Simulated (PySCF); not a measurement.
**Sn(OEt)H3: geometry, NMR shifts and electronic excitations**

What NMR shifts and electronic excitations should Sn(OEt)H3 (`[H][Sn]([H])([H])[O]CC`) show?

The runs use PySCF 2.14.0, with density-fitted response routines of our own; the level of theory stands in each step. All values are computed, except where a source is named. Atoms are numbered from 0 throughout.

### Step 1. Starting geometry

12 atoms, charge 0, multiplicity 1; geometry from: GFN2-xTB.

Bonds of the start (Å): Sn0–O1 1.95, Sn0–H9 1.65, Sn0–H10 1.67, Sn0–H11 1.67, O1–C2 1.40, C2–C3 1.52, C2–H4 1.10, C2–H5 1.10, C3–H6 1.09, C3–H7 1.09, C3–H8 1.09.

### Step 2. Optimising the geometry at PBE0-D3(BJ)/def2-SVP

The job: settings as JSON, then the geometry in Å.

```
{"job": {"xc": "PBE0", "basis": "def2-SVP", "d3": "d3bj", "grid": 1, "maxiter": 40, "kind": "geom"}, "charge": 0, "multiplicity": 1}
Sn     0.814070    -0.083810    -2.138490
O      0.567010    -0.006770    -0.205380
C     -0.636170     0.058810     0.512350
C     -0.305600     0.042500     1.995190
H     -1.183830     0.976850     0.264610
H     -1.284050    -0.792400     0.268170
H     -1.217320     0.116850     2.581530
H      0.211300    -0.879820     2.245470
H      0.346450     0.878450     2.231790
H      2.459970    -0.111390    -2.147860
H      0.135120     1.266480    -2.858800
H      0.093050    -1.465730    -2.748600
```

What it wrote:

```text
step   0  E = -370.22432831  max force = 0.018386
step   1  E = -370.22775703  max force = 0.006715
step   2  E = -370.22846130  max force = 0.001684
step   3  E = -370.22869072  max force = 0.001758
step   4  E = -370.22875410  max force = 0.001483
step   5  E = -370.22876719  max force = 0.000643
step   6  E = -370.22876904  max force = 0.000118
optimisation converged
```

Run time: 58 s. Hardware: 1 thread, shared host.

Along the way:

| step | energy from step 0 (eV) | largest force component (eV/Å) |
| --- | --- | --- |
| 0 | 0.0000 | 0.9454 |
| 1 | -0.0933 | 0.3453 |
| 2 | -0.1125 | 0.0866 |
| 3 | -0.1187 | 0.0904 |
| 4 | -0.1204 | 0.0763 |
| 5 | -0.1208 | 0.0331 |
| 6 | -0.1208 | 0.0061 |

Distances of close pairs at the start and the end, largest changes first:

| bond | before (Å) | after (Å) | change (Å) |
| --- | --- | --- | --- |
| Sn0–H9 | 1.646 | 1.705 | +0.059 |
| Sn0–H11 | 1.674 | 1.716 | +0.042 |
| Sn0–H10 | 1.674 | 1.716 | +0.042 |
| Sn0–O1 | 1.950 | 1.992 | +0.042 |
| C3–H6 | 1.087 | 1.101 | +0.015 |
| C2–H5 | 1.097 | 1.112 | +0.014 |
| C2–H4 | 1.097 | 1.112 | +0.014 |
| C3–H8 | 1.086 | 1.100 | +0.014 |

The final coordinates are the input of the step that follows.

| at the end point | value |
| --- | --- |
| point group (found at 0.08 Å tolerance) | Cs |
| rotational constants (GHz, main isotopes) | 22.199, 1.399, 1.367 |
| dipole moment (D) | 1.52 |

### Step 3. Nuclear shieldings: PBE0/def2-TZVP+pcSseg-1

The job: settings as JSON, then the geometry in Å.

```
{"job": {"kind": "nmr", "xc": "PBE0", "basis": {"default": "pcSseg-1", "Sn": "def2-TZVP"}}, "charge": 0, "multiplicity": 1}
Sn     0.818106    -0.085634    -2.120425
O      0.696185    -0.035059    -0.132387
C     -0.552770     0.036619     0.498276
C     -0.349085     0.060804     1.997480
H     -1.115034     0.944974     0.191151
H     -1.197024    -0.828600     0.230111
H     -1.312340     0.123945     2.527254
H      0.173875    -0.849899     2.325816
H      0.266689     0.926865     2.282987
H      2.496887    -0.154547    -2.411412
H      0.090039     1.345458    -2.727264
H     -0.015528    -1.484905    -2.661607
```

With the program's defaults for keys left out, this is: GIAO PBE0/pcSseg-1 Sn:def2-TZVP NMR shielding, scalar relativity only through core potentials, gas phase.

What it wrote:

```text
coarse grid: 43344 points
cycle   1  E = -369.0041556676  dE = -3.552e+01  |g| = 2.598e+00  |ddm| = 3.122e+01
cycle   2  E = -368.2837408009  dE =  7.204e-01  |g| = 3.749e+00  |ddm| = 7.671e+00
cycle   3  E = -370.3085838002  dE = -2.025e+00  |g| = 3.550e-01  |ddm| = 3.695e+00
cycle   4  E = -370.2888396085  dE =  1.974e-02  |g| = 4.886e-01  |ddm| = 6.271e-01
cycle   5  E = -370.3326602941  dE = -4.382e-02  |g| = 2.811e-02  |ddm| = 3.978e-01
cycle   6  E = -370.3328315895  dE = -1.713e-04  |g| = 1.104e-02  |ddm| = 3.625e-02
cycle   7  E = -370.3328615866  dE = -3.000e-05  |g| = 1.919e-03  |ddm| = 1.011e-02
cycle   8  E = -370.3328625039  dE = -9.173e-07  |g| = 2.972e-04  |ddm| = 2.283e-03
final grid: 90648 points
cycle   9  E = -370.3328759290  dE = -3.368e-08  |g| = 2.664e-04  |ddm| = 1.047e-03
cycle  10  E = -370.3328759238  dE =  5.233e-09  |g| = 3.207e-04  |ddm| = 4.081e-04
cycle  11  E = -370.3328759413  dE = -1.757e-08  |g| = 7.002e-05  |ddm| = 2.353e-04
cycle  12  E = -370.3328759422  dE = -8.865e-10  |g| = 8.843e-06  |ddm| = 5.770e-05
converged SCF energy = -370.3328759422

GIAO shielding tensors (ppm)
atom      isotropic    diamagn.    paramagn.     s11        s22        s33       span
  0 Sn         nan         nan         nan        nan        nan        nan        nan
  1 O      308.027     397.696     -89.669    286.568    295.631    341.882     55.315
  2 C      118.251     244.080    -125.828     88.291    100.315    166.148     77.857
  3 C      162.453     246.369     -83.915    143.446    160.083    183.831     40.386
  4 H       27.515      30.857      -3.342     21.771     27.914     32.860     11.090
  5 H       27.512      30.853      -3.341     21.779     27.902     32.856     11.077
  6 H       30.339      28.020       2.319     26.512     27.341     37.164     10.652
  7 H       29.842      28.972       0.870     26.194     28.290     35.041      8.846
  8 H       29.846      28.976       0.870     26.200     28.313     35.024      8.824
  9 H       25.878      27.358      -1.480     18.263     20.159     39.213     20.950
 10 H       25.817      27.452      -1.636     18.540     20.190     38.720     20.179
 11 H       25.814      27.450      -1.635     18.524     20.186     38.733     20.208
```

Run time: 16 s. Hardware: 1 thread, shared host.

Shifts follow as δ = σ(reference) − σ, with reference shieldings (ppm) from runs at the same level and on the same kind of geometry: ¹H TMS 31.27, ¹³C TMS 184.4, ¹⁷O H2O 334.6. The references are single molecules in the gas phase, so shifts against H2O, NH3, PH3, H3PO4 or CFCl3 are not on the usual liquid scales and can be off by tens of ppm. Atoms listed in one row are averaged.

| atoms | environment | σ (ppm) | δ (ppm) |
| --- | --- | --- | --- |
| C2 | carbon bonded to C, O, 2 H | 118.3 | 66.2 |
| C3 | carbon bonded to C, 3 H | 162.5 | 22.0 |
| H9, H10, H11 | hydrogen on a Sn bonded to O | 25.84 | 5.43 |
| H4, H5 | hydrogen on a carbon bonded to C, O | 27.51 | 3.75 |
| H6, H7, H8 | hydrogen on a carbon bonded to C | 30.01 | 1.26 |
| O1 | oxygen bonded to C, Sn | 308.0 | 26.5 |

Atoms past Kr carry core potentials, so their printed shieldings have no meaning and are left out of the table.

Charges from the same density, by scheme (e):

| atoms | Mulliken | ESP fit |
| --- | --- | --- |
| Sn0 | 0.54 | 0.51 |
| O1 | -0.66 | -0.48 |
| C2 | 0.02 | 0.42 |
| C3 | -0.28 | -0.48 |

Mayer bond orders: Sn0–O1 0.87, O1–C2 0.92, C2–C3 1.07.

With diffuse functions Mulliken charges and Mayer bond orders lose their meaning; the other schemes are steadier.

### Step 4. Ultraviolet spectrum: wB97X-D/def2-SVPD

Settings changed since step 3:

```diff
@@ -1,2 +1,2 @@
-{"job": {"kind": "nmr", "xc": "PBE0", "basis": {"default": "pcSseg-1", "Sn": "def2-TZVP"}}, "charge": 0, "multiplicity": 1}
+{"job": {"kind": "uv", "xc": "wB97X-D", "basis": "def2-SVPD", "ip": true, "nstates": 10}, "charge": 0, "multiplicity": 1}
 Sn     0.818106    -0.085634    -2.120425
```

With the program's defaults for keys left out, this is: TDDFT wB97X-D/def2-SVPD, vertical, gas phase, core orbitals frozen in the response.

What it wrote:

```text
coarse grid: 43344 points
cycle   1  E = -369.0746072331  dE = -2.216e+01  |g| = 2.454e+00  |ddm| = 1.061e+01
cycle   2  E = -369.5974424739  dE = -5.228e-01  |g| = 2.175e+00  |ddm| = 1.033e+01
cycle   3  E = -370.4095912402  dE = -8.121e-01  |g| = 3.635e-01  |ddm| = 3.422e+00
cycle   4  E = -370.4215821810  dE = -1.199e-02  |g| = 2.777e-01  |ddm| = 5.834e-01
cycle   5  E = -370.4360821401  dE = -1.450e-02  |g| = 2.505e-02  |ddm| = 3.300e-01
cycle   6  E = -370.4362733491  dE = -1.912e-04  |g| = 9.197e-03  |ddm| = 4.720e-02
cycle   7  E = -370.4363043986  dE = -3.105e-05  |g| = 2.051e-03  |ddm| = 1.993e-02
cycle   8  E = -370.4363070678  dE = -2.669e-06  |g| = 4.830e-04  |ddm| = 6.617e-03
final grid: 90648 points
cycle   9  E = -370.4333582369  dE = -6.032e-06  |g| = 1.121e-03  |ddm| = 9.648e-03
cycle  10  E = -370.4333583284  dE = -9.149e-08  |g| = 8.794e-04  |ddm| = 3.678e-03
cycle  11  E = -370.4333584461  dE = -1.177e-07  |g| = 2.645e-04  |ddm| = 1.265e-03
cycle  12  E = -370.4333584597  dE = -1.368e-08  |g| = 3.846e-05  |ddm| = 3.373e-04
cycle  13  E = -370.4333584608  dE = -1.042e-09  |g| = 9.514e-06  |ddm| = 1.475e-04
cycle  14  E = -370.4333584609  dE = -7.321e-11  |g| = 4.068e-06  |ddm| = 3.746e-05
converged SCF energy = -370.4333584609

Static polarisability (au): isotropic 71.404, principal 65.063 66.621 82.529

Singlet excitations
state   eV       nm        f      main configurations
  1   5.8769    211.0   0.00249   H->L 0.85
  2   6.8318    181.5   0.03407   H->L+1 0.93
  3   6.8622    180.7   0.10667   H-1->L 0.77
  4   7.4096    167.3   0.00024   H->L+2 0.94
  5   7.5854    163.5   0.02469   H-1->L+1 0.72, H->L+3 0.18
  6   7.7678    159.6   0.00002   H-2->L 0.69, H->L+4 0.15
  7   7.8059    158.8   0.00138   H-3->L 0.77, H->L+3 0.09
  8   7.9695    155.6   0.14576   H->L+3 0.55, H-1->L+2 0.12, H-3->L 0.09
  9   8.1199    152.7   0.00007   H->L+4 0.58, H->L+5 0.16, H-2->L 0.12
 10   8.2290    150.7   0.01298   H-1->L+2 0.83

Triplet excitations (Tamm-Dancoff, eV): 5.5114 6.1544 6.5991 7.1558
Vertical ionisation energy (delta-SCF) = 9.5421 eV
```

Run time: 77 s. Hardware: 1 thread, shared host.

Frontier orbitals and where they lie:

| orbital | eV | atoms |
| --- | --- | --- |
| HOMO−3 | -11.26 | Sn0 38 %, H9 35 %, H11 9 % |
| HOMO−2 | -11.24 | Sn0 32 %, H10 22 %, H11 20 % |
| HOMO−1 | -9.97 | O1 55 %, C2 13 %, C3 11 % |
| HOMO | -9.32 | O1 59 %, C2 15 %, H4 6 % |
| LUMO | 1.22 | Sn0 50 %, O1 13 %, H10 10 % |
| LUMO+1 | 1.42 | Sn0 55 %, H9 13 %, H11 12 % |
| LUMO+2 | 2.41 | Sn0 57 %, H10 11 %, H11 11 % |

With each of the 10 states as a Gaussian band of 0.4 eV half-width at 1/e, the curve within the window shown has maxima at 180 nm (ε 5,700), 155 nm (ε 6,700) L/(mol cm). Beyond the last state computed it falls off for lack of states. The curve at chosen wavelengths:

(nm, ε (L/mol/cm)): (145, 1141), (149, 3539), (152, 5630), (156, 6679), (159, 5740), (163, 3679), (166, 2667), (170, 2738), (173, 3697), (177, 5206), (181, 5714), (184, 5135), (188, 3585), (191, 2368), (195, 1159), (198, 625), (202, 277), (206, 156), (209, 125), (213, 104), (216, 90), (220, 69), (223, 52), (227, 33), (230, 22), (234, 12)

Further results of this job:

| property | computed |
| --- | --- |
| dipole moment (D) | 1.53 |
| polarisability (Å³) | 10.58 |
| HOMO–LUMO gap (eV) | 10.54 |
| −ε(HOMO) (eV) | 9.32 |

### Step 5. Nuclear shieldings: B3LYP/def2-TZVP+pcSseg-1

Settings changed since step 4:

```diff
@@ -1,2 +1,2 @@
-{"job": {"kind": "uv", "xc": "wB97X-D", "basis": "def2-SVPD", "ip": true, "nstates": 10}, "charge": 0, "multiplicity": 1}
+{"job": {"kind": "nmr", "xc": "B3LYP", "basis": {"default": "pcSseg-1", "Sn": "def2-TZVP"}, "pop": false}, "charge": 0, "multiplicity": 1}
 Sn     0.818106    -0.085634    -2.120425
```

Level: GIAO B3LYP/pcSseg-1 Sn:def2-TZVP NMR shielding, scalar relativity only through core potentials, gas phase.

What it wrote:

```text
coarse grid: 43344 points
cycle   1  E = -369.1838387767  dE = -3.537e+01  |g| = 2.675e+00  |ddm| = 3.112e+01
cycle   2  E = -367.7914844680  dE =  1.392e+00  |g| = 4.329e+00  |ddm| = 8.724e+00
cycle   3  E = -370.5424262974  dE = -2.751e+00  |g| = 5.315e-01  |ddm| = 5.115e+00
cycle   4  E = -370.4984516842  dE =  4.397e-02  |g| = 7.182e-01  |ddm| = 9.787e-01
cycle   5  E = -370.5943638001  dE = -9.591e-02  |g| = 3.824e-02  |ddm| = 6.244e-01
cycle   6  E = -370.5946437589  dE = -2.800e-04  |g| = 1.937e-02  |ddm| = 5.055e-02
cycle   7  E = -370.5947355556  dE = -9.180e-05  |g| = 3.046e-03  |ddm| = 1.614e-02
cycle   8  E = -370.5947377153  dE = -2.160e-06  |g| = 5.024e-04  |ddm| = 3.496e-03
final grid: 90648 points
cycle   9  E = -370.5947389697  dE = -2.761e-08  |g| = 5.500e-04  |ddm| = 1.479e-03
cycle  10  E = -370.5947389024  dE =  6.733e-08  |g| = 7.896e-04  |ddm| = 1.138e-03
cycle  11  E = -370.5947390300  dE = -1.277e-07  |g| = 1.803e-04  |ddm| = 7.356e-04
cycle  12  E = -370.5947390355  dE = -5.438e-09  |g| = 1.883e-05  |ddm| = 1.260e-04
cycle  13  E = -370.5947390356  dE = -6.833e-11  |g| = 2.738e-06  |ddm| = 1.340e-05
converged SCF energy = -370.5947390356

GIAO shielding tensors (ppm)
atom      isotropic    diamagn.    paramagn.     s11        s22        s33       span
  0 Sn         nan         nan         nan        nan        nan        nan        nan
  1 O      296.619     398.615    -101.996    273.647    283.880    332.329     58.681
  2 C      111.114     243.420    -132.306     80.957     92.891    159.494     78.537
  3 C      156.527     245.356     -88.828    137.162    153.690    178.730     41.568
  4 H       27.575      30.914      -3.339     21.996     27.890     32.839     10.843
  5 H       27.572      30.910      -3.338     22.003     27.878     32.834     10.831
  6 H       30.413      28.033       2.380     26.776     27.560     36.904     10.128
  7 H       29.950      29.106       0.844     26.507     28.471     34.871      8.364
  8 H       29.954      29.111       0.843     26.513     28.494     34.855      8.342
  9 H       26.030      27.615      -1.585     18.468     20.366     39.255     20.787
 10 H       25.966      27.701      -1.734     18.751     20.360     38.788     20.036
 11 H       25.964      27.698      -1.734     18.735     20.356     38.800     20.066
```

It took 19 s on 1 thread, shared host.

This run: δ C2 68.1, C3 22.7, O1 37.4, H9 5.40, H4 3.81 ppm (means over like atoms).

### Step 6. Side by side: NMR shifts

Shifts (ppm), means over like atoms, with basis size and wall time:

| run | C2 | C3 | H9 | H4 | H6 | O1 | functions | time |
| --- | --- | --- | --- | --- | --- | --- | --- | --- |
| PBE0/def2-TZVP+pcSseg-1 | 66.2 | 22.0 | 5.43 | 3.75 | 1.26 | 26.5 | 141 | 16 s |
| B3LYP/def2-TZVP+pcSseg-1 | 68.1 | 22.7 | 5.40 | 3.81 | 1.28 | 37.4 | 141 | 19 s |

### Step 7. Summary of results

| quantity | value |
| --- | --- |
| point group | Cs |
| rotational constants (main isotopes) | 22.20, 1.40, 1.37 GHz |
| ¹³C shifts against TMS (PBE0/def2-TZVP+pcSseg-1) | 66.2, 22.0 ppm |
| ¹H shifts against TMS (PBE0/def2-TZVP+pcSseg-1, means over atoms taken as alike) | 5.43, 3.75, 1.26 ppm |
| ¹⁷O shifts against H2O (PBE0/def2-TZVP+pcSseg-1) | 26.5 ppm |
| lowest singlet (wB97X-D/def2-SVPD) | 5.88 eV (211 nm), f = 0.002 |
| brightest single state of those computed | state 8, 7.97 eV, f = 0.146 |
| lowest triplet | 5.51 eV |
| vertical ionisation energy (ΔSCF) | 9.54 eV |
| range of the shift of O1 | 26.5 to 37.4 ppm |

The optimisation took 6 steps and gained 0.121 eV; among the close pairs (by a distance rule), Sn0–H9 changed most, from 1.646 to 1.705 Å. No frequency check was run at this level, so the end point may be a saddle. At PBE0/def2-TZVP+pcSseg-1: Shielding is most anisotropic at C2 (span 78 ppm, paramagnetic term -126 ppm). The lowest singlet, at 5.88 eV, is HOMO→LUMO 0.85 and is weak; of the 10 states computed, the strongest absorption comes from state 8 at 7.97 eV. The lowest triplet lies 0.37 eV below the lowest singlet (triplets in Tamm-Dancoff, singlets in full TDDFT). Spin-orbit coupling, left out, mixes singlets and triplets in elements this heavy. The orbital energy would give 9.32 eV for ionisation, ΔSCF gives 9.54 eV. Across the 2 runs the shift of O1 moves most, between 26.5 (PBE0/def2-TZVP+pcSseg-1) and 37.4 ppm (B3LYP/def2-TZVP+pcSseg-1). Spin-orbit coupling is left out, which matters for shieldings and couplings at and beside the heavy atoms.
